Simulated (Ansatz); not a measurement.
**GeH8OSi2: a ladder of functionals and wavefunction methods**

Aim: compute GeH8OSi2 with functionals from several rungs and with coupled cluster, and see how far each lands from CCSD(T) at the basis-set limit for the atomisation energy.

Program: Ansatz 0.2.0, Gaussian basis. Level of theory: functionals in def2-TZVPP, the program's frozen cores in correlated methods. These are calculated values, not measurements.

The runs, in order: LDA (SPW92), PBE-D4, revPBE-D4, BLYP-D4, r2SCAN-D4, B97M-V, PBE0-D4, B3LYP-D4, r2SCANh-D4, r2SCAN0-D4, HSE06-D4, BHLYP-D4, CAM-B3LYP-D4, LC-ωPBE, ωB97X-V, ωB97M-V, B2PLYP, PBE-QIDH; CCSD(T)/def2-SVP; CCSD(T)/def2-TZVPP; MP2/def2-QZVPP; extrapolation to the limit; RPA on PBE.

### 1 The relaxed structure

All runs share one geometry, relaxed beforehand with PBE0-D4 in a triple-zeta def2 set.

SMILES `[OH][GeH2][SiH2][SiH3]`, 12 atoms, charge 0, spin multiplicity 1.

Atoms are counted from 1 here; the program's logs count them from 0.

Bond lengths: O1–Ge2 1.791 Å, O1–H5 0.960 Å, Ge2–Si3 2.391 Å, Ge2–H6 1.536 Å, Ge2–H7 1.546 Å, Si3–Si4 2.337 Å, Si3–H8 1.488 Å, Si3–H9 1.490 Å, Si4–H10 1.488 Å, Si4–H11 1.489 Å, Si4–H12 1.487 Å. Angles: Ge2–O1–H5 112.6°, O1–Ge2–Si3 109.1°, O1–Ge2–H6 103.5°, O1–Ge2–H7 109.3°, Si3–Ge2–H6 113.9°, Si3–Ge2–H7 110.9°, H6–Ge2–H7 109.8°, Ge2–Si3–Si4 108.5°, Ge2–Si3–H8 109.5°, Ge2–Si3–H9 109.9°, Si4–Si3–H8 110.2°, Si4–Si3–H9 110.1°, H8–Si3–H9 108.7°, Si3–Si4–H10 109.5°, Si3–Si4–H11 109.3°, Si3–Si4–H12 112.2°, H10–Si4–H11 108.1°, H10–Si4–H12 109.0° and more.

### 2 LDA

This LDA is Slater exchange with PW92 correlation.

The input, in.yaml:

```yaml
crystal:
  periodic: [false, false, false]
  atoms:
    - {symbol: O, position_ang: [-2.085851, 1.269236, -0.531876]}
    - {symbol: Ge, position_ang: [-0.773110, 1.529041, 0.658188]}
    - {symbol: Si, position_ang: [0.348893, -0.545790, 1.048866]}
    - {symbol: Si, position_ang: [1.067629, -1.398075, -1.005264]}
    - {symbol: H, position_ang: [-1.759288, 0.959083, -1.379156]}
    - {symbol: H, position_ang: [-1.507829, 2.079338, 1.889318]}
    - {symbol: H, position_ang: [0.207265, 2.593071, 0.112996]}
    - {symbol: H, position_ang: [-0.587207, -1.501367, 1.701501]}
    - {symbol: H, position_ang: [1.516439, -0.329125, 1.948716]}
    - {symbol: H, position_ang: [2.087225, -0.487340, -1.592561]}
    - {symbol: H, position_ang: [-0.089074, -1.464523, -1.941229]}
    - {symbol: H, position_ang: [1.652008, -2.758845, -0.875299]}
basis:
  gaussian: {orbitals: def2-TZVPP}
hamiltonian: {xc: lda}
output: {orbitals: {seedname: orbitals}}
```

After this run come: PBE-D4 (GGA); revPBE-D4 (GGA); BLYP-D4 (GGA); r2SCAN-D4 (meta-GGA); B97M-V (meta-GGA); PBE0-D4 (hybrid); B3LYP-D4 (hybrid); r2SCANh-D4 (hybrid); r2SCAN0-D4 (hybrid); HSE06-D4 (hybrid); BHLYP-D4 (hybrid); CAM-B3LYP-D4 (range-separated); LC-ωPBE (range-separated); ωB97X-V (range-separated); ωB97M-V (range-separated); B2PLYP (double hybrid); PBE-QIDH (double hybrid); CCSD(T) in def2-SVP; CCSD(T) in def2-TZVPP; MP2 in def2-QZVPP; RPA on PBE orbitals.

Before running them: what should the planned runs give, taken together? Wanted: atomisation energy, CCSD(T)/CBS; farthest beyond LDA; mean size of error, GGA; mean size of error, meta-GGA; mean size of error, hybrid; mean size of error, range-separated; mean size of error, double hybrid; gap, smallest and largest; T1 diagnostic.

As calculated:

| quantity | value |
| --- | --- |
| atomisation energy, CCSD(T)/CBS | 3552.2 kJ/mol |
| functionals within 35.5 kJ/mol (1.0 %) | r2SCAN-D4, B97M-V, B3LYP-D4, r2SCANh-D4, CAM-B3LYP-D4, ωB97X-V, ωB97M-V |
| farthest beyond LDA | revPBE-D4 (-107.7 kJ/mol) |
| mean size of error, GGA | 73.4 kJ/mol |
| mean size of error, meta-GGA | 14.2 kJ/mol |
| mean size of error, hybrid | 58.9 kJ/mol |
| mean size of error, range-separated | 33.5 kJ/mol |
| mean size of error, double hybrid | 74.4 kJ/mol |
| gap, smallest and largest | 4.90 eV (LDA (SPW92)), 11.71 eV (LC-ωPBE) |
| T1 diagnostic | 0.0128 |
| triples share of the correlation energy | 3.4 % |

What this shows: The LDA atomisation energy is off by 396.3 kJ/mol (11 %): it overbinds. PBE-D4 is off by -46.7 kJ/mol. Double hybrids carry the basis error of their MP2 part in triple zeta, and no dispersion term here, so their miss is partly the set-up's. The rungs meta-GGA, range-separated miss on average by less than the doubt on the reference (35.5 kJ/mol), so they tie. The reference freezes the cores and leaves out relativity and excitations past (T), and its outer-core shells are covered unevenly, so misses under about 35.5 kJ/mol can't be ranked. Hartree-Fock recovers 73 % of the binding; the rest is correlation. CCSD(T) in def2-SVP is off by -268.2 kJ/mol, worse than the median functional, from the basis alone. The gap grows from 4.9 to 11.7 eV across the functionals, mostly with the share of exact exchange. Correlated methods include outer-core shells of Ge, which these sets cover unevenly.
